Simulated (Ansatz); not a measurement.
# Cyclo-(Cl2SnNH)3 (Cl₆H₃N₃Sn₃): geometry, orbitals and charge

Aim: characterise cyclo-(Cl2SnNH)3 (Cl₆H₃N₃Sn₃) as a singlet: its structure, frontier levels and distribution of charge.

Method: RKS PBE0-D4/def2-TZVP; program: Ansatz 0.2.0, Gaussian basis.

Levels to be run: relaxation at PBE-D4/def2-SVP; a single point at PBE0-D4/def2-TZVP.

3 further runs of the same task are left out: 3 set aside as unsound or not needed. Runs told in other sessions of the task aren't counted.

## 1. The starting structure

15 atoms, charge 0, spin multiplicity 1.

Atoms are counted from 1 here; the program's logs count them from 0.

Bond lengths: Sn1–Cl2 2.262 Å, Sn1–Cl3 2.263 Å, Sn1–N4 2.035 Å, Sn1–N12 2.041 Å, N4–Sn5 2.035 Å, N4–H13 1.016 Å, Sn5–Cl6 2.264 Å, Sn5–Cl7 2.261 Å, Sn5–N8 2.042 Å, N8–Sn9 2.025 Å, N8–H14 1.014 Å, Sn9–Cl10 2.255 Å, Sn9–Cl11 2.289 Å, Sn9–N12 2.025 Å, N12–H15 1.013 Å. Angles: Cl2–Sn1–Cl3 112.9°, Cl2–Sn1–N4 107.8°, Cl2–Sn1–N12 107.1°, Cl3–Sn1–N4 107.3°, Cl3–Sn1–N12 111.6°, N4–Sn1–N12 110.2°, Sn1–N4–Sn5 121.2°, Sn1–N4–H13 109.4°, Sn5–N4–H13 109.4°, N4–Sn5–Cl6 107.3°, N4–Sn5–Cl7 107.7°, N4–Sn5–N8 110.3°, Cl6–Sn5–Cl7 112.9°, Cl6–Sn5–N8 111.5°, Cl7–Sn5–N8 107.1°, Sn5–N8–Sn9 125.1°, Sn5–N8–H14 110.8°, Sn9–N8–H14 111.6° and more.

Sn takes a core potential in the def2 sets. No spin-orbit coupling is included.

The start is a GFN2-xTB geometry.

## 2. Relaxation at PBE-D4/def2-SVP

in.yaml reads:

```yaml
crystal:
  periodic: [false, false, false]
  atoms:
    - {symbol: Sn, position_ang: [-1.893190, -0.574380, -0.614700]}
    - {symbol: Cl, position_ang: [-4.041160, 0.093380, -0.377780]}
    - {symbol: Cl, position_ang: [-1.690240, -2.465190, -1.841640]}
    - {symbol: N, position_ang: [-0.889120, 0.896490, -1.599020]}
    - {symbol: Sn, position_ang: [1.089290, 1.232160, -1.259990]}
    - {symbol: Cl, position_ang: [2.248930, -0.076680, -2.697550]}
    - {symbol: Cl, position_ang: [1.477240, 3.437980, -1.570820]}
    - {symbol: N, position_ang: [1.557350, 0.807020, 0.681530]}
    - {symbol: Sn, position_ang: [0.839680, -0.768000, 1.733490]}
    - {symbol: Cl, position_ang: [0.975180, -0.213180, 3.914560]}
    - {symbol: Cl, position_ang: [1.924680, -2.729070, 1.268210]}
    - {symbol: N, position_ang: [-1.129500, -0.812020, 1.263090]}
    - {symbol: H, position_ang: [-1.399820, 1.770100, -1.513440]}
    - {symbol: H, position_ang: [2.545870, 0.950670, 0.853390]}
    - {symbol: H, position_ang: [-1.615190, -1.549290, 1.760650]}
basis:
  gaussian: {orbitals: def2-SVP}
hamiltonian: {xc: pbe, dispersion: d4}
scf: {lower_state_search: "off"}
output: {orbitals: {seedname: orbitals}}
relax: {f_tol: 0.03, max_steps: 70}
```

Run with:

```sh
$ ansatz run in.yaml --threads 2 --pin off --events-out ev --progress --plain --max-ram 22528MiB --backend cuda --devices 0, --max-vram 18GiB
```

The runs that follow: Single point, PBE0-D4/def2-TZVP.

Q: Predict the results of all the runs planned. Wanted: point group; commonest bond, hydrogen aside; HOMO, LUMO at PBE0-D4/def2-TZVP; dipole at PBE-D4/def2-SVP.

As calculated:

```
                       quantity                            value
                    point group                              C3v
 commonest bond, hydrogen aside  Cl–Sn, 6 of mean length 2.358 Å
HOMO, LUMO at PBE0-D4/def2-TZVP                  -8.74, -3.55 eV
      dipole at PBE-D4/def2-SVP                           0.44 D
```

In words: The molecule keeps its bonding pattern by the stored test; the atoms moved 0.30 Å (rms). No usable vibrations, so a minimum isn't proven. The HOMO lies nearest to N8, N12 about 35 % each; Cl11 7 % and the LUMO to Sn1, Sn5, Sn9 about 12 % each; Cl2, Cl7, Cl10 about 8 % each.
